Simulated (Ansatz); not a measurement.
# Ba2LiSi3: the cost of one run

Program: Ansatz 0.2.0. Level of theory: DFT PBEsol, plane waves, PAW, scalar-relativistic, no spin polarisation. These are calculated values, not measurements.

## (1) The system as given

The cell holds 24 atoms (Ba8Li4Si12): a = 12.537 Å, b = 10.851 Å, c = 8.855 Å, α = 78.30°, β = 57.94°, γ = 43.76°.

The coordinates stand in the first input below.

## (2) Run 1

190 steps of 1 fs under a Langevin thermostat and barostat at 1500 K and 0 GPa.

File input.yaml:

```yaml
crystal:
  lattice:
    - [0.0, 7.67615, 9.911944]
    - [4.414816, 0.0, 9.911944]
    - [4.414816, 7.67615, 0.0]
  atoms:
    - { symbol: Ba, position: [0.8757265, 0.8757265, 0.1242735] }
    - { symbol: Ba, position: [0.1242735, 0.1242735, 0.8757265] }
    - { symbol: Ba, position: [0.3742735, 0.3742735, 0.1257265] }
    - { symbol: Ba, position: [0.1257265, 0.1257265, 0.3742735] }
    - { symbol: Ba, position: [0.6254836, 0.6254836, 0.3745164] }
    - { symbol: Ba, position: [0.3745164, 0.3745164, 0.6254836] }
    - { symbol: Ba, position: [0.6245164, 0.6245164, 0.8754836] }
    - { symbol: Ba, position: [0.8754836, 0.8754836, 0.6245164] }
    - { symbol: Li, position: [0.1676983, 0.8323017, 0.1676983] }
    - { symbol: Li, position: [0.8323016, 0.1676984, 0.8323017] }
    - { symbol: Li, position: [0.0823016, 0.4176984, 0.0823016] }
    - { symbol: Li, position: [0.4176983, 0.0823017, 0.4176984] }
    - { symbol: Si, position: [0.6540866, 0.3386327, 0.1888533] }
    - { symbol: Si, position: [0.8184274, 0.1888533, 0.3386327] }
    - { symbol: Si, position: [0.1888533, 0.8184274, 0.6540866] }
    - { symbol: Si, position: [0.3386327, 0.6540866, 0.8184274] }
    - { symbol: Si, position: [0.5925677, 0.9074323, 0.5925677] }
    - { symbol: Si, position: [0.9074323, 0.5925677, 0.9074323] }
    - { symbol: Si, position: [0.6574323, 0.3425677, 0.6574323] }
    - { symbol: Si, position: [0.3425677, 0.6574323, 0.3425677] }
    - { symbol: Si, position: [0.9113673, 0.5959134, 0.4315726] }
    - { symbol: Si, position: [0.0611467, 0.4315726, 0.5959134] }
    - { symbol: Si, position: [0.4315726, 0.0611467, 0.9113673] }
    - { symbol: Si, position: [0.5959134, 0.9113673, 0.0611467] }
basis:
  ecutwfc: 420.0
kpoints:
  mp_grid: { grid: [1, 1, 1] }
hamiltonian:
  xc: pbesol
scf:
  occupations: { method: fermi_dirac, width: 0.002 }
  lower_state_search: "off"
  max_iter: 69
md:
  timestep: 1
  n_steps: 190
  ensemble: npt_langevin
  temperature: 1500.0
  initial_velocities: maxwell_boltzmann
  seed: 231670
  friction: 0.05
  pressure: 0.0
  fix_cell: []
```

On the command line:

```console
$ ansatz run input.yaml --threads 1 --pin off --max-ram 3072MiB --backend cpu --events-out ev --progress --plain --runs-dir out
```

**Question.** How long does this run take on 1 thread of Intel Xeon 6975P-C (Granite Rapids), shared host, and how much memory does it need?

About 13 min, with a peak of 0.88 GiB.
